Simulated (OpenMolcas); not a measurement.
# Cr³⁺ with 6 ligands (fluoride): CASSCF and CASPT2 levels and susceptibility

Aim: the ligand-field states of Cr³⁺ in this surrounding, its lowest levels with spin-orbit coupling and its magnetic susceptibility.

The numbers are computed with OpenMolcas 26.06 (state-averaged CASSCF and CASPT2, spin-orbit coupling by RASSI with atomic mean-field integrals), except any that are marked as measured or tabulated.

**1. The atom as given**

```
Species                           : Cr³⁺ (chromium, Z = 24, 21 electrons)
Basis                             : ANO-RCC-VDZP [5s4p2d1f], 118 functions with the ligands
Scalar Hamiltonian                : DKH2, point nucleus
Inactive shells                   : 1s 2s 2p 3s 3p of the metal, and all ligand shells
Active space                      : 3 electrons in 5 orbitals (3d)
Some configurations of this space : 3d3
Orbitals                          : optimised for each spin and parity, averaged over all roots
```

Outer shells as boxes (Hund's rule):

3d3
```
3d [↑ ][↑ ][↑ ][  ][  ]
```

Cr³⁺ is taken with 6 ligands (fluoride) in tetragonal octahedron coordination (D4h) at 1.93 Å, the axial distance 1.891 Å. A charge of +0.5 e stands 2.8 Å behind each ligand. Ligand basis ANO-RCC-VDZP. The distances are assumed, not relaxed.

```xyz
7

Cr    0.0000    0.0000    0.0000
F     1.9300    0.0000    0.0000
F     0.0000    1.9300    0.0000
F    -1.9300    0.0000    0.0000
F     0.0000   -1.9300    0.0000
F     0.0000    0.0000    1.8914
F     0.0000    0.0000   -1.8914
```

Each step is its own input file, run in one work folder so that later steps find the files of earlier ones. Labels, J, g values, rates, χT and fits are worked out afterwards by a script from the matrices that RASSI stores. The input lists half of the charges; inversion (Group=XYZ) makes the rest.

**2. GATEWAY and SEWARD: basis and integrals**

Contents of a.inp:

```
&GATEWAY
Coord
7

Cr 0.0 0.0 0.0
F 1.930000 0.000000 0.000000
F 0.000000 1.930000 0.000000
F -1.930000 0.000000 0.000000
F 0.000000 -1.930000 0.000000
F 0.000000 0.000000 1.891400
F 0.000000 0.000000 -1.891400
Basis=Cr.ANO-RCC-VDZP,F.ANO-RCC-VDZP
Group=XYZ
NoMove
AngMom=0.0 0.0 0.0
AMFI
RICD
XField
3 Angstrom 0
4.730000 0.000000 0.000000 0.500000
0.000000 4.730000 0.000000 0.500000
0.000000 0.000000 4.691400 0.500000
&SEWARD
```

Command:

```
$ OMP_NUM_THREADS=1 MOLCAS_MEM=2457 MOLCAS_PROJECT=a pymolcas a.inp > a.log
```

**3. Reference wave functions, quartets of even parity, 10 roots**

Contents of a.inp:

```
&RASSCF
FileOrb=start.orb
Symmetry=1
Spin=4
nActEl=3 0 0
Inactive=18 21
Ras2=5 0
CIRoot=10 10 1
SDav=10
CIMx=300
Iter=150 100
PrWF=0.3
OrbListing=Nothing
MaxOrb=0
LevShft=1.0
>>> COPY $Project.JobIph JOB001
```

start.orb holds start orbitals that the driver prepared beforehand, or those of the step before.

**4. Reference wave functions, doublets of even parity, 40 roots**

Contents of a.inp:

```
&RASSCF
FileOrb=start.orb
Symmetry=1
Spin=2
nActEl=3 0 0
Inactive=18 21
Ras2=5 0
CIRoot=40 40 1
SDav=40
CIMx=300
Iter=150 100
PrWF=0.3
OrbListing=Nothing
MaxOrb=0
LevShft=1.0
>>> COPY $Project.JobIph JOB002
```

**5. RASSI: spin-orbit coupling between the states**

Contents of a.inp:

```
&RASSI
NrOfJobIphs=2 10 40
1 2 3 4 5 6 7 8 9 10
1 2 3 4 5 6 7 8 9 10 11 12 13 14 15 16 17 18 19 20 21 22 23 24 25 26 27
28 29 30 31 32 33 34 35 36 37 38 39 40
IphNames
JOB001
JOB002
EJob
SpinOrbit
DIPRint=1.0
SOCoupling=1000.0
Subsets=2
Property=9
'ANGMOM' 1 'ANGMOM' 2 'ANGMOM' 3 'MLTPL  1' 1 'MLTPL  1' 2 'MLTPL  1' 3
'AMFI' 1 'AMFI' 2 'AMFI' 3
SOProperty=3
'ANGMOM' 1 'ANGMOM' 2 'ANGMOM' 3
```

**6. CASPT2: IPEA 0.25, imaginary shift 0.1 (closed shells correlated: 3s 3p of the metal, with ligand shells; the Frozen line counts the rest)**

Contents of a.inp:

```
>>> COPY JOB001 $Project.JobIph
&CASPT2
Multistate=10 1 2 3 4 5 6 7 8 9 10
NoMult
Frozen=5 6
IPEA=0.25
Imaginary=0.1
MaxIter=60
WThr=0.0 0.3 0.05
PrWF=0.5
NoMix
>>> COPY JOB002 $Project.JobIph
&CASPT2
Multistate=40 1 2 3 4 5 6 7 8 9 10 11 12 13 14 15 16 17 18 19 20 21 22
23 24 25 26 27 28 29 30 31 32 33 34 35 36 37 38 39 40
NoMult
Frozen=5 6
IPEA=0.25
Imaginary=0.1
MaxIter=60
WThr=0.0 0.3 0.05
PrWF=0.5
NoMix
```

(Steps that only read results are left out.)

Q: Predict the outcome of this session. Wanted: spin-free ground state; first state of the same spin within the active space; lowest level; next level.

**Answer**, as computed:

| quantity | value |
| --- | --- |
| method | SS-CASPT2, IPEA 0.25, imaginary shift 0.1 (closed shells correlated: 3s 3p of the metal, with ligand shells; the Frozen line counts the rest) |
| spin-free ground state | 4B1, 1-fold in its orbital part |
| first state of the same spin within the active space | 4B2 at 15200 cm⁻¹ |
| lowest level | 2-fold E1/2, g = 0.00, 0.00, 5.88 |
| next level | 0.1 cm⁻¹ |
| χT at 300 K | 1.83 cm³ K/mol |
| effective moment at 300 K | 3.83 μB |

Cost by method:

```tsv
method	time of its own steps	time with the reference
A. CASSCF	18 s	18 s
B. SS-CASPT2, IPEA 0.25, imaginary shift 0.1, +3s 3p	90 s	1.8 min
```

Times are of one thread on a shared host.

What this shows: The spin-free ground state (4B1) is 1-fold and keeps the highest spin of the shell. χT at 300 K is 1.83, against 1.88 cm³ K/mol for the spin alone; near agreement at one temperature doesn't show that the orbital moment is quenched.
